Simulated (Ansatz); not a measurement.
# C2H8AlNO: a ladder of functionals and wavefunction methods

One table from this session's results is given with a row withheld; the runs are named, their logs left out.

Method: functionals in def2-TZVPP, the program's frozen cores in correlated methods; program: Ansatz 0.2.0, Gaussian basis.

Plan: PBE-D4, r2SCAN-D4, PBE0-D4, B3LYP-D4, ωB97X-V, ωB97M-V, B2PLYP; CCSD(T)/def2-TZVPP; MP2/def2-QZVPP; extrapolation to the limit.

## The relaxed structure

The geometry comes from an earlier relaxation with PBE0-D4 in a triple-zeta def2 set; it is a stationary point, not always the lowest conformer.

13 atoms, charge 0, spin multiplicity 1.

Atoms are counted from 1 here; the program's logs count them from 0.

Bond lengths: C1–O2 1.410 Å, C1–H6 1.098 Å, C1–H7 1.097 Å, C1–H8 1.090 Å, O2–C3 1.381 Å, C3–N4 1.532 Å, C3–Al5 1.959 Å, C3–H9 1.097 Å, N4–Al5 2.018 Å, N4–H10 1.012 Å, N4–H11 1.014 Å, Al5–H12 1.587 Å, Al5–H13 1.588 Å. Angles: O2–C1–H6 111.9°, O2–C1–H7 110.9°, O2–C1–H8 107.5°, H6–C1–H7 108.6°, H6–C1–H8 108.6°, H7–C1–H8 109.2°, C1–O2–C3 114.2°, O2–C3–N4 113.0°, O2–C3–Al5 128.8°, O2–C3–H9 112.1°, N4–C3–Al5 69.4°, N4–C3–H9 106.2°, Al5–C3–H9 115.9°, C3–N4–Al5 65.3°, C3–N4–H10 117.2°, C3–N4–H11 110.3°, Al5–N4–H10 134.4°, Al5–N4–H11 110.8° and more.

Set-up of the first run:

Contents of in.yaml:

```yaml
crystal:
  periodic: [false, false, false]
  atoms:
    - {symbol: C, position_ang: [-1.455645, -1.252382, -0.754213]}
    - {symbol: O, position_ang: [-1.158548, -0.384216, 0.315849]}
    - {symbol: C, position_ang: [0.191762, -0.193501, 0.530896]}
    - {symbol: N, position_ang: [0.829084, 0.767010, -0.478607]}
    - {symbol: Al, position_ang: [1.092481, 1.281177, 1.454764]}
    - {symbol: H, position_ang: [-1.105797, -0.853442, -1.715491]}
    - {symbol: H, position_ang: [-0.999008, -2.238055, -0.597931]}
    - {symbol: H, position_ang: [-2.539339, -1.362403, -0.796432]}
    - {symbol: H, position_ang: [0.757532, -1.130748, 0.459743]}
    - {symbol: H, position_ang: [1.422256, 0.361982, -1.191070]}
    - {symbol: H, position_ang: [0.117131, 1.345084, -0.910669]}
    - {symbol: H, position_ang: [0.310706, 2.638738, 1.708310]}
    - {symbol: H, position_ang: [2.557884, 0.986056, 1.989652]}
basis:
  gaussian: {orbitals: def2-TZVPP}
hamiltonian: {xc: pbe, dispersion: d4}
output: {forces: true, orbitals: {seedname: orbitals}}
```

Command:

```
$ ansatz run in.yaml --threads 4 --pin off --events-out ev --progress --plain --max-ram 10444MiB
```

Steps of the session up to this table: PBE-D4 (GGA); r2SCAN-D4 (meta-GGA); PBE0-D4 (hybrid); B3LYP-D4 (hybrid); ωB97X-V (range-separated); ωB97M-V (range-separated); B2PLYP (double hybrid); CCSD(T) in def2-TZVPP; MP2 in def2-QZVPP.

One table of the session follows, with a row left open; its other results are not shown here.

```
            method  atomisation energy (kJ/mol)
            PBE-D4                       4576.0
         r2SCAN-D4                       4493.9
           PBE0-D4                       4487.5
          B3LYP-D4                       4496.4
           ωB97X-V                            ?
           ωB97M-V                       4511.1
            B2PLYP                       4439.3
     HF/def2-TZVPP                       3160.0
    MP2/def2-TZVPP                       4420.5
   CCSD/def2-TZVPP                       4304.7
CCSD(T)/def2-TZVPP                       4370.9
           MP2/CBS                       4543.1
       CCSD(T)/CBS                       4493.5
```

**Question.** Estimate the row for ωB97X-V.

The run gave: atomisation energy (kJ/mol): 4513.0. In the column «atomisation energy (kJ/mol)» it lies between ωB97M-V (4511.1) and MP2/CBS (4543.1).
